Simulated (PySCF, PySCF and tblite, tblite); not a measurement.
# C5H10GeSi: a path driven as a shift of bonds, and NMR exchange, part 2 of 2

PySCF and tblite. Atoms count from 0. Earlier steps stand in the parts before.

## (12) Shieldings, end: B3LYP/pcSseg-1

The job: settings as JSON, then the geometry in Å.

```
{"job": {"kind": "nmr", "xc": "B3LYP", "basis": "pcSseg-1", "pop": false}, "charge": 0, "multiplicity": 1}
Si    -1.145900    -1.051765    -1.288080
C      0.165634     0.555534     0.505022
Ge    -1.117509     1.859113     1.129326
C      1.068926    -0.108897     1.289153
C      1.897603    -0.967943     0.473486
C      1.519476    -0.840225    -0.827333
C      0.354362     0.073811    -0.894837
H     -0.955583    -1.694577    -2.624755
H     -2.394350    -0.230183    -1.341025
H     -1.256473    -2.089818    -0.225065
H     -1.029304     3.145651     0.284378
H     -2.562017     1.327519     1.031293
H     -0.794657     2.181389     2.598422
H      1.156822    -0.012357     2.373458
H      2.693206    -1.612942     0.849820
H      1.954035    -1.350181    -1.688559
H      0.376537     0.845338    -1.683043
```

Log:

```text
coarse grid: 64448 points
cycle   1  E = -2562.7369383287  dE =  4.454e-02  |g| = 9.832e-01  |ddm| = 3.936e+00
cycle   2  E = -2562.6605686554  dE =  7.637e-02  |g| = 1.106e+00  |ddm| = 1.338e+00
cycle   3  E = -2562.8217369094  dE = -1.612e-01  |g| = 1.420e-01  |ddm| = 9.760e-01
cycle   4  E = -2562.8263871290  dE = -4.650e-03  |g| = 6.094e-02  |ddm| = 2.121e-01
cycle   5  E = -2562.8271519015  dE = -7.648e-04  |g| = 1.812e-02  |ddm| = 7.118e-02
cycle   6  E = -2562.8272355274  dE = -8.363e-05  |g| = 5.300e-03  |ddm| = 2.190e-02
cycle   7  E = -2562.8272418153  dE = -6.288e-06  |g| = 6.778e-04  |ddm| = 5.105e-03
final grid: 134728 points
cycle   8  E = -2562.8272410822  dE = -2.542e-08  |g| = 8.565e-04  |ddm| = 3.106e-03
cycle   9  E = -2562.8272408761  dE =  2.061e-07  |g| = 1.317e-03  |ddm| = 2.287e-03
cycle  10  E = -2562.8272412396  dE = -3.635e-07  |g| = 2.165e-04  |ddm| = 1.341e-03
cycle  11  E = -2562.8272412509  dE = -1.129e-08  |g| = 4.488e-05  |ddm| = 2.178e-04
cycle  12  E = -2562.8272412514  dE = -5.189e-10  |g| = 4.990e-06  |ddm| = 5.618e-05
converged SCF energy = -2562.8272412514

GIAO shielding tensors (ppm)
atom      isotropic    diamagn.    paramagn.     s11        s22        s33       span
  0 Si     392.043     879.285    -487.242    340.386    383.266    452.477    112.091
  1 C       32.686     261.389    -228.703    -61.683      4.098    155.641    217.324
  2 Ge    1540.340    2754.290   -1213.949   1456.648   1529.758   1634.615    177.966
  3 C       28.813     251.909    -223.097    -76.478     33.632    129.285    205.763
  4 C       39.852     253.767    -213.915    -58.760     36.056    142.261    201.021
  5 C       29.613     256.072    -226.458    -75.630     17.180    147.291    222.921
  6 C      125.351     252.479    -127.128    101.446    134.873    139.734     38.288
  7 H       27.164      29.025      -1.861     23.370     24.959     33.162      9.792
  8 H       27.098      29.767      -2.669     22.947     26.688     31.657      8.710
  9 H       29.048      29.533      -0.485     25.272     27.496     34.376      9.104
 10 H       27.082      28.279      -1.197     20.570     22.739     37.938     17.368
 11 H       26.905      28.626      -1.721     20.439     23.203     37.072     16.633
 12 H       27.065      28.404      -1.339     20.357     22.914     37.923     17.566
 13 H       24.327      32.430      -8.103     21.769     22.570     28.643      6.873
 14 H       24.539      30.585      -6.046     22.701     24.120     26.798      4.097
 15 H       24.381      31.600      -7.220     22.458     24.087     26.596      4.138
 16 H       27.850      31.099      -3.249     23.166     27.302     33.083      9.916
```

Wall time 34 s (1 thread of Arm Neoverse V1, shared host); peak memory 1 GiB.

This run: HOMO -6.38 eV, LUMO -1.07 eV; dipole 0.71 D.

## (13) Kinetics and line shapes

The job: settings as JSON, then the geometry in Å.

```
{"job": {"smiles": "[SiH3][C]1([GeH3])C=CC=C1", "charge": 0, "mult": 1, "motion": "shift", "what": "ring whizzing, 1,2-shift on cyclopentadiene", "atoms": [0, 1, 6], "drives": [{"terms": [["d", [0, 1], 1], ["d", [0, 6], -1]], "neg": true, "n": 14}], "study": "path", "level": {"kind": "nmr", "xc": "B3LYP", "basis": "pcSseg-1"}, "fields": [270, 300, 800], "first": 0, "seed": 875, "refine": {"xc": "PBE0", "basis": "def2-SVP"}, "kind": "path"}, "charge": 0, "multiplicity": 1}
Si    -1.582845    -1.013508    -0.785880
C     -0.180952     0.027260    -0.022202
Ge    -0.862431     1.748762     0.664511
C      0.499860    -0.713275     1.053383
C      1.798007    -0.890534     0.723883
C      2.041782    -0.286332    -0.548099
C      0.893664     0.262841    -1.001290
H     -2.183842    -0.263993    -1.892633
H     -2.594067    -1.278209     0.241358
H     -0.990998    -2.261422    -1.265039
H     -1.486241     2.563695    -0.429059
H     -1.901503     1.541265     1.725884
H      0.258995     2.543729     1.258087
H     -0.000714    -1.064158     1.939513
H      2.545715    -1.398976     1.307983
H      2.996614    -0.281558    -1.045147
H      0.741957     0.776443    -1.935165
```

Log:

```text
stationary points (kcal/mol above the start)
  n  kind          group   xTB      DFT    lowest mode
  0  minimum      Cs       0.00     0.00      61.2
  1  saddle       C1       9.56    17.60    -233.8
  2  minimum      C1       0.28     3.52      55.5

GFN2-xTB energies: T/K, barrier G, reaction G (kcal/mol), k forward, k back (1/s)
 150.00     9.74     0.37     0.0404     0.0698
 200.00     9.85     0.36        142        177
 250.00     9.99     0.36   1.93e+04      2e+04
 298.15    10.13     0.37   4.65e+05    4.3e+05
 350.00    10.30     0.37   5.39e+06   4.62e+06
 400.00    10.48     0.39   3.15e+07   2.57e+07
 500.00    10.85     0.42   3.76e+08   2.88e+08

PBE0-D3(BJ)/def2-SVP energies: T/K, barrier G, reaction G (kcal/mol), k forward, k back (1/s)
 150.00    14.38     3.34   7.08e-09   0.000264
 200.00    14.49     3.34    0.00122        2.7
 250.00    14.63     3.34       1.71        703
 298.15    14.77     3.34        185    2.6e+04
 350.00    14.94     3.35   6.86e+03   4.23e+05
 400.00    15.11     3.36   9.23e+04   3.17e+06
 500.00    15.49     3.40   3.53e+06    5.4e+07

B3LYP/pcSseg-1 + D3(BJ) energies: T/K, barrier G, reaction G (kcal/mol), k forward, k back (1/s)
 150.00    17.77     3.62   7.97e-14   7.38e-09
 200.00    17.89     3.61   2.36e-07    0.00104
 250.00    18.02     3.61    0.00183        1.3
 298.15    18.17     3.61        0.6        133
 350.00    18.33     3.62       51.9   4.73e+03
 400.00    18.51     3.63   1.29e+03   6.21e+04
 500.00    18.89     3.67   1.16e+05   2.32e+06
```

It took 9.7 min on 1 thread of Arm Neoverse V1, shared host; peak memory 1 GiB. This counts the whole study up to here.

Barriers by level (kcal/mol; entropies in cal/(mol K)). Zero-point and thermal terms come from xTB in every row. ΔG‡ leaves symmetry out; the rate counts equivalent paths (a factor of 2); effective ΔG‡, where given, is the barrier that would give that rate by Eyring's equation alone:

| level | ΔE‡ | with zero-point | ΔH‡ | ΔS‡ | ΔG‡ (298 K) | ΔE of reaction | k at 298 K (1/s) | effective ΔG‡ |
| --- | --- | --- | --- | --- | --- | --- | --- | --- |
| GFN2-xTB | 9.56 | 9.56 | 9.05 | -3.6 | 10.13 | 0.28 | 4.6e+05 | 9.72 |
| PBE0-D3(BJ)/def2-SVP | 14.20 | 14.20 | 13.69 | -3.6 | 14.77 | 3.25 | 1.8e+02 | 14.36 |
| B3LYP/pcSseg-1 + D3(BJ) | 17.60 | 17.59 | 17.08 | -3.6 | 18.17 | 3.52 | 0.6 | 17.76 |

Sites that the driver pairs across this motion, and where their lines would merge (no couplings; faster rotations or exchange between molecules can average them sooner):

| nucleus | sites: shielding (ppm) | proton frequency (MHz) | spread (Hz) | coalescence (K) | lines at 298 K |
| --- | --- | --- | --- | --- | --- |
| 13C | C1: 132.7; C1 (end): 32.7 | 800 | 20124 | not given | – |
| 13C | C3, C6: 33.7; C3 (end): 28.8; C6 (end): 125.4 | 800 | 19424 | not given | – |
| 1H | H13, H16: 24.75; H13 (end): 24.33; H16 (end): 27.85 | 800 | 2818 | not given | – |
| 13C | C4, C5: 40.3; C4 (end): 39.9; C5 (end): 29.6 | 800 | 2154 | not given | – |
| 29Si | Si0: 400.7; Si0 (end): 392.0 | 800 | 1374 | not given | – |
| 1H | H10, H11, H12: 27.39; H10, H11, H12 (end): 27.02 | 800 | 295 | not given | – |
| 1H | H7, H8, H9: 27.50; H7, H8, H9 (end): 27.77 | 800 | 213 | not given | – |
| 1H | H14, H15: 24.48; H14 (end): 24.54; H15 (end): 24.38 | 800 | 127 | not given | – |

A dash: the driver gave no coalescence for this row (it judged the minor form too scarce).

Rows that set an atom against itself at the end compare its shielding in the two forms.

## (14) Nudged elastic band, band settings drawn wide

The job: settings as JSON, then the geometry in Å.

```
{"job": {"images": 5, "spring": 1.0, "start": "idpp", "climb": false, "fmax": 0.1, "method": "GFN2-xTB", "steps": 200, "xc": "GFN2-xTB", "basis": "xTB", "kind": "neb"}, "charge": 0, "multiplicity": 1}
Si    -1.578507    -1.009331    -0.790858
C     -0.181919     0.035132    -0.020951
Ge    -0.873287     1.751705     0.666365
C      0.495868    -0.711368     1.052347
C      1.792095    -0.897219     0.720000
C      2.038040    -0.290870    -0.550533
C      0.893204     0.268183    -1.000016
H     -2.177868    -0.260172    -1.898905
H     -2.593749    -1.278011     0.231547
H     -0.980710    -2.255079    -1.268705
H     -1.502661     2.563996    -0.426060
H     -1.910425     1.536706     1.728141
H      0.243318     2.553271     1.260099
H     -0.005515    -1.060161     1.938830
H      2.536884    -1.413093     1.301232
H      2.991918    -0.291072    -1.049355
H      0.744122     0.786851    -1.931516
```

Log:

```text
image   E - E0 / eV
  0       0.0000
  1       0.0921
  2       0.4226
  3       0.1283
  4       0.0119
```

It took 1.7 s on 1 thread of Arm Neoverse V1, shared host; peak memory 0.61 GiB.

The highest point is number 2, 9.7 kcal/mol above the first.

## (15) Results

This closing draws on all 2 parts.

| quantity | value |
| --- | --- |
| barrier (B3LYP/pcSseg-1 + D3(BJ)) | ΔE‡ 17.6, ΔG‡(298 K) 18.2 kcal/mol |
| barrier (GFN2-xTB) | ΔE‡ 9.6 kcal/mol |
| rate at 298 K | 0.6 s⁻¹ |
| end of the path | 3.5 kcal/mol from the start |

DFT puts the top 17.6 kcal/mol above the start (xTB: 9.6); the rate from the DFT barrier is 0.6 s⁻¹ at 298 K. An error of 1.4 kcal/mol changes that rate tenfold.
